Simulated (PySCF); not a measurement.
# Dy(OH)3(NH3): other functionals and bases at one geometry

How far do other levels of theory move the description of Dy(OH)3(NH3), and what does each cost? The species was built from a template and needn't be a known compound.

Program: PySCF 2.14.0. Level of theory: several levels, as the steps say, no spin–orbit coupling. These are calculated values, not measurements.

1 further run of the same task is left out (for a known fault of the program).

### Step 1. The starting structure

11 atoms, charge 0, spin multiplicity 1.

Bond lengths: Dy1–O2 2.064 Å, Dy1–O4 2.065 Å, Dy1–O6 2.064 Å, Dy1–N8 2.510 Å, O2–H3 0.955 Å, O4–H5 0.955 Å, O6–H7 0.955 Å, N8–H9 1.020 Å, N8–H10 1.020 Å, N8–H11 1.020 Å. Angles: O2–Dy1–O4 118.6°, O2–Dy1–O6 118.5°, O2–Dy1–N8 97.2°, O4–Dy1–O6 118.5°, O4–Dy1–N8 96.7°, O6–Dy1–N8 97.2°, Dy1–O2–H3 174.0°, Dy1–O4–H5 173.4°, Dy1–O6–H7 174.1°, Dy1–N8–H9 111.6°, Dy1–N8–H10 112.1°, Dy1–N8–H11 111.6°, H9–N8–H10 107.1°, H9–N8–H11 107.1°, H10–N8–H11 107.1°.

Coordinates:

```
Dy    0.15532   -0.19878    0.24896
O     1.18080    1.31488    1.20747
H     1.69968    1.94362    1.70485
O    -1.41527   -1.10711    1.23567
H    -2.06575   -1.57270    1.75744
O     1.11961   -1.24707   -1.24539
H     1.61915   -1.77444   -1.86541
N    -1.23909    1.26202   -1.24139
H    -1.83572    1.88866   -0.70042
H    -0.66644    1.84537   -1.85207
H    -1.85140    0.70900   -1.84181
```

Formal oxidation states: Dy +3. Each metal's 9 4f electrons lie in its core potential, so multiplicities, spins and levels count the valence alone. An earlier session relaxed this geometry at PBE0, Dy lcecp-1-SVP with ECP55, O def2-SVP, H def2-SVP, N def2-SVP (singlet, point group Cs).

At PBE0 on the finer grid: E = -320.804634 Eh, HOMO -6.97 eV, LUMO -0.17 eV, Mulliken charge on Dy1 +0.90 e, largest force component 0.017 eV/Å. 

Levels to run: TPSSh; revPBE; PBE0, TZVP. Hardware: 2 threads of Arm Neoverse V1, shared host.

### Step 2. TPSSh

Contents of run.py (the lines that set the calculation):

```python
mol = gto.M(atom='''
Dy     0.15532    -0.19878     0.24896
O      1.18080     1.31488     1.20747
H      1.69968     1.94362     1.70485
O     -1.41527    -1.10711     1.23567
H     -2.06575    -1.57270     1.75744
O      1.11961    -1.24707    -1.24539
H      1.61915    -1.77444    -1.86541
N     -1.23909     1.26202    -1.24139
H     -1.83572     1.88866    -0.70042
H     -0.66644     1.84537    -1.85207
H     -1.85140     0.70900    -1.84181''',
    basis={'Dy': 'lcecp-1-SVP', 'O': 'def2-SVP', 'H': 'def2-SVP', 'N': 'def2-SVP'},
    ecp={'Dy': 'lcecp-1-SVP'},
    charge=0, spin=0)
mf = dft.RKS(mol, xc='TPSSH')
mf.grids.atom_grid = (75, 302)  # f atoms: unpruned, at least (60, 302)
mf = mf.density_fit()  # fitting sets: Dy AutoAux, O def2-universal-JKFIT, H def2-universal-JKFIT, N def2-universal-JKFIT
mf.conv_tol = 1e-08; mf.max_cycle = 55
mf.kernel(dm0)  # dm0: the density of the relaxed state
```

Started as:

```bash
OMP_NUM_THREADS=2 python run.py
```

### Step 3. revPBE

run.py (the lines that set the calculation): that of step 2 with these lines changed.

```diff
@@ -15,3 +15,3 @@
     charge=0, spin=0)
-mf = dft.RKS(mol, xc='TPSSH')
+mf = dft.RKS(mol, xc='PBE_R,PBE')
 mf.grids.atom_grid = (75, 302)  # f atoms: unpruned, at least (60, 302)
```

### Step 4. PBE0, TZVP

Basis: Dy lcecp-1-TZVP with ECP55, O def2-TZVP, H def2-TZVP, N def2-TZVP. 

run.py (the lines that set the calculation): that of step 3 with these lines changed.

```diff
@@ -12,6 +12,6 @@
 H     -1.85140     0.70900    -1.84181''',
-    basis={'Dy': 'lcecp-1-SVP', 'O': 'def2-SVP', 'H': 'def2-SVP', 'N': 'def2-SVP'},
-    ecp={'Dy': 'lcecp-1-SVP'},
+    basis={'Dy': 'lcecp-1-TZVP', 'O': 'def2-TZVP', 'H': 'def2-TZVP', 'N': 'def2-TZVP'},
+    ecp={'Dy': 'lcecp-1-TZVP'},
     charge=0, spin=0)
-mf = dft.RKS(mol, xc='PBE_R,PBE')
+mf = dft.RKS(mol, xc='PBE0')
 mf.grids.atom_grid = (75, 302)  # f atoms: unpruned, at least (60, 302)
@@ -19,2 +19,2 @@
 mf.conv_tol = 1e-08; mf.max_cycle = 55
-mf.kernel(dm0)  # dm0: the density of the relaxed state
+mf.kernel(dm0)  # dm0: free metal ions and neutral atoms
```

What does the calculation give? Wanted: for each run, HOMO; gap; charge on Dy1; dipole; largest force.

**Answer**, as computed:

| level | state | HOMO (eV) | gap (eV) | charge on Dy1 (e) | dipole (D) | largest force (eV/Å) | basis functions | time |
| --- | --- | --- | --- | --- | --- | --- | --- | --- |
| PBE0 (relaxed here) | singlet | -6.97 | 6.81 | 0.90 | 4.21 | 0.02 | 119 | 24 s |
| TPSSh | singlet | -6.04 | 5.65 | 0.86 | 4.17 | 0.21 | 119 | 12 s |
| revPBE | singlet | -5.23 | 4.42 | 0.70 | 4.15 | 0.40 | 119 | 8.4 s |
| PBE0, TZVP | singlet | -7.25 | 6.84 | 1.56 | 4.22 | 0.22 | 207 | 22 s |

Times are on 2 threads of Arm Neoverse V1, shared host; the first row also made further properties.

In one basis the HOMO–LUMO gap runs from 4.42 eV (revPBE) to 6.81 eV (PBE0). The largest leftover force, 0.40 eV/Å with revPBE, stands at a geometry relaxed at another level. The Mulliken charge on Dy spans +0.70 to +1.56 e over the levels. With 4f in the core, its levels are missing from HOMO and gap. Total energies of different levels can't be compared. Spin–orbit coupling is left out throughout.
